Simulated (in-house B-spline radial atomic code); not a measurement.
**Ge⁺: excited configurations**

Wanted: excitation energies of Ge⁺ as differences of total energies (ΔSCF).

Method: Dirac-Hartree-Fock, average of configuration, Fermi nucleus, basis-set limit. Code: in-house B-spline radial atomic code version 1.

## (1) What is computed

```
element       : germanium (Z = 32)
charge        : +1
electrons     : 31
configuration : [Ar] 3d10 4s2 4p1
Hamiltonian   : Dirac-Coulomb
nucleus       : Fermi, rms radius 4.074 fm
```

Outer shells as boxes (Hund's rule):

[Ar] 3d10 4s2 4p1
```
[Ar] core
3d [↑↓][↑↓][↑↓][↑↓][↑↓]
4s [↑↓]
4p [↑ ][  ][  ]
```

The boxes draw the filling by Hund's rule, which heavy ions in jj coupling don't follow; these runs average over all states of the configuration.

Settings of the run:

```ini
Z = 32
electrons = 31.0
configuration = [Ar] 3d10 4s2 4p1
hamiltonian = dirac
method = hf
spin_polarised = False
nucleus = fermi
rms_radius = 4.0742
mass_number = 74
atomic_mass = 73.92117776
speed_of_light = 137.035999084
```

This reference run was done before. Its total energy is -2097.217707 hartree, and its levels are (the highest eight at most):

| orbital | occupation | energy (eV) | <r> (bohr) |
| --- | --- | --- | --- |
| 3s1/2 | 2 | -210.72 | 0.6219 |
| 3p1/2 | 2 | -153.94 | 0.6398 |
| 3p3/2 | 4 | -149.39 | 0.6498 |
| 3d3/2 | 4 | -53.044 | 0.7203 |
| 3d5/2 | 6 | -52.387 | 0.7253 |
| 4s1/2 | 2 | -23.387 | 2.091 |
| 4p1/2 | 0.333333 | -15.501 | 2.561 |
| 4p3/2 | 0.666667 | -15.283 | 2.593 |

## (2) [Ar] 3d10 4s1 4p1 7p1

Settings of the run:

```ini
Z = 32
electrons = 31.0
configuration = [Ar] 3d10 4s1 4p1 7p1
hamiltonian = dirac
method = hf
spin_polarised = False
nucleus = fermi
rms_radius = 4.0742
mass_number = 74
atomic_mass = 73.92117776
speed_of_light = 137.035999084
```

## (3) [Ar] 3d9 4s2 4p1 7s1

Changes to the settings of step 2:

```diff
@@ -2,3 +2,3 @@
 electrons = 31.0
-configuration = [Ar] 3d10 4s1 4p1 7p1
+configuration = [Ar] 3d9 4s2 4p1 7s1
 hamiltonian = dirac
```

## (4) [Ne] 3s2 3p5 3d10 4s2 4p1 8f1

Changes to the settings of step 3:

```diff
@@ -2,3 +2,3 @@
 electrons = 31.0
-configuration = [Ar] 3d9 4s2 4p1 7s1
+configuration = [Ne] 3s2 3p5 3d10 4s2 4p1 8f1
 hamiltonian = dirac
```

## (5) Run with [Ar] 3d10 4s2 8g1

Changes to the settings of step 4:

```diff
@@ -2,3 +2,3 @@
 electrons = 31.0
-configuration = [Ne] 3s2 3p5 3d10 4s2 4p1 8f1
+configuration = [Ar] 3d10 4s2 8g1
 hamiltonian = dirac
```

## (6) [Ar] 3d9 4s2 4p1 5f1

Changes to the settings of step 5:

```diff
@@ -2,3 +2,3 @@
 electrons = 31.0
-configuration = [Ar] 3d10 4s2 8g1
+configuration = [Ar] 3d9 4s2 4p1 5f1
 hamiltonian = dirac
```

## (7) [Ar] 3d9 4s2 4p1 4f1

Changes to the settings of step 6:

```diff
@@ -2,3 +2,3 @@
 electrons = 31.0
-configuration = [Ar] 3d9 4s2 4p1 5f1
+configuration = [Ar] 3d9 4s2 4p1 4f1
 hamiltonian = dirac
```

## (8) Run with [Ar] 3d9 4s2 4p1 7g1

Changes to the settings of step 7:

```diff
@@ -2,3 +2,3 @@
 electrons = 31.0
-configuration = [Ar] 3d9 4s2 4p1 4f1
+configuration = [Ar] 3d9 4s2 4p1 7g1
 hamiltonian = dirac
```

## (9) Run with [Ar] 3d10 4s2 5g1

Changes to the settings of step 8:

```diff
@@ -2,3 +2,3 @@
 electrons = 31.0
-configuration = [Ar] 3d9 4s2 4p1 7g1
+configuration = [Ar] 3d10 4s2 5g1
 hamiltonian = dirac
```

Before running: How far above the reference does each configuration lie (order and size, in eV)?

As calculated:

| net move | configuration | energy above the reference (eV) | with Breit, QED, recoil (eV) | largest <r> (bohr) |
| --- | --- | --- | --- | --- |
| 4p → 5g | [Ar] 3d10 4s2 5g1 | 12.969 | 12.965 | 13.7 |
| 4p → 8g | [Ar] 3d10 4s2 8g1 | 14.295 | 14.292 | 43.0 |
| 4s → 7p | [Ar] 3d10 4s1 4p1 7p1 | 20.775 | 20.760 | 18.7 |
| 3d → 4f | [Ar] 3d9 4s2 4p1 4f1 | 43.102 | 43.126 | 8.88 |
| 3d → 7s | [Ar] 3d9 4s2 4p1 7s1 | 43.967 | 43.991 | 16.1 |
| 3d → 5f | [Ar] 3d9 4s2 4p1 5f1 | 44.332 | 44.355 | 15.6 |
| 3d → 7g | [Ar] 3d9 4s2 4p1 7g1 | 45.414 | 45.437 | 31.7 |
| 3p → 8f | [Ne] 3s2 3p5 3d10 4s2 4p1 8f1 | 143.39 | 143.26 | 44.7 |

Quantum defects of the promoted electron, δ = n − ζ/√(−2ε) with ζ = 2 and ε its orbital energy in hartree:

| promotion | δ |
| --- | --- |
| 4p → 5g | 0.000 |
| 4p → 8g | 0.000 |
| 4s → 7p | 2.018 |
| 3d → 7s | 2.387 |
| 3d → 5f | 0.018 |
| 3d → 7g | 0.001 |
| 3p → 8f | 0.025 |

**Reading.** The energies run from 12.969 eV (4p → 5g) to 143.39 eV (3p → 8f). 6 of them lie more than 2 % above the ionisation threshold that Koopmans' theorem gives (15.283 eV), where such states can decay by emitting an electron. Of those tabulated, the defect is largest for 7s (2.39) and least for 5g (0.00): low angular momentum penetrates the core, high angular momentum stays outside it. Two partly filled shells share a symmetry and can mix in the average, which may lower the energy, for: 4s → 7p; 3p → 8f. These are averages over configurations, without correlation, not spectroscopic levels.
